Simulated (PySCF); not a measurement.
# [Gd(PH3)]3+: other functionals and bases at one geometry

One table from this session's results is given with a row withheld; the runs are named, their logs left out.

Method: several levels, as the steps say, no spin–orbit coupling; program: PySCF 2.14.0.

1 further run of the same task is left out (for a known fault of the program).

**Where the work starts**

5 atoms, charge 3, spin multiplicity 1.

Bond lengths: Gd1–P2 2.928 Å, P2–H3 1.428 Å, P2–H4 1.428 Å, P2–H5 1.428 Å. Angles: Gd1–P2–H3 111.5°, Gd1–P2–H4 111.5°, Gd1–P2–H5 111.5°, H3–P2–H4 107.4°, H3–P2–H5 107.4°, H4–P2–H5 107.4°.

Coordinates:

```xyz
5
charge 3, multiplicity 1
Gd    0.00000    0.00000   -0.40723
P     0.00000    0.00000    2.52028
H     1.32852   -0.00001    3.04280
H    -0.66426    1.15054    3.04280
H    -0.66427   -1.15053    3.04280
```

Formal oxidation states: Gd +3. Each metal's 7 4f electrons lie in its core potential, so multiplicities, spins and levels count the valence alone. An earlier session relaxed this geometry at PBE0, Gd lcecp-1-SVP with ECP53, P def2-SVP, H def2-SVP (singlet, point group C3v).

At PBE0 on the finer grid: E = -377.473978 Eh, HOMO -24.16 eV, LUMO -19.56 eV, Mulliken charge on Gd1 +2.31 e, largest force component 0.025 eV/Å. 

Levels to run: B3LYP; BP86; PBE0, TZVP. Hardware: 2 threads of Arm Neoverse V2, shared host.

The first run:

run.py (the lines that set the calculation)

```python
mol = gto.M(atom='''
Gd     0.00000     0.00000    -0.40723
P      0.00000     0.00000     2.52028
H      1.32852    -0.00001     3.04280
H     -0.66426     1.15054     3.04280
H     -0.66427    -1.15053     3.04280''',
    basis={'Gd': 'lcecp-1-SVP', 'P': 'def2-SVP', 'H': 'def2-SVP'},
    ecp={'Gd': 'lcecp-1-SVP'},
    charge=3, spin=0)
mf = dft.RKS(mol, xc='B3LYP')
mf.grids.atom_grid = (75, 302)  # f atoms: unpruned, at least (60, 302)
mf = mf.density_fit()  # fitting sets: Gd AutoAux, P def2-universal-JKFIT, H def2-universal-JKFIT
mf.conv_tol = 1e-08; mf.max_cycle = 55
mf.kernel(dm0)  # dm0: the density of the relaxed state
```

The run is started by

```console
> OMP_NUM_THREADS=2 python run.py
```

Among the steps run: B3LYP; BP86; PBE0, TZVP.

One of the session's tables, all rows but one given; the rest of the session is left out.

```
              level  HOMO (eV)  gap (eV)  charge on Gd1 (e)  dipole (D)  largest force component (eV/Å)
PBE0 (relaxed here)     -24.16      4.60               2.31        2.83                            0.02
              B3LYP     -23.95      4.00               2.28        2.93                            0.15
               BP86     -23.28      2.75               2.26        3.35                            0.25
         PBE0, TZVP          ?         ?                  ?           ?                               ?
```

Q: Estimate the row for PBE0, TZVP from the others.

**Answer.** HOMO (eV): -24.05; gap (eV): 4.55; charge on Gd1 (e): 2.36; dipole (D): 2.97; largest force component (eV/Å): 0.17. In the column «HOMO (eV)» it lies between PBE0 (relaxed here) (-24.16) and B3LYP (-23.95).

The dipole of a charged species depends on the origin, so these sizes hold for this origin alone.

In one basis the HOMO–LUMO gap runs from 2.75 eV (BP86) to 4.60 eV (PBE0). The largest leftover force, 0.25 eV/Å with BP86, stands at a geometry relaxed at another level. With 4f in the core, its levels are missing from HOMO and gap, and its count is fixed, so no charge can pass from the ligands into it. Total energies of different levels can't be compared.
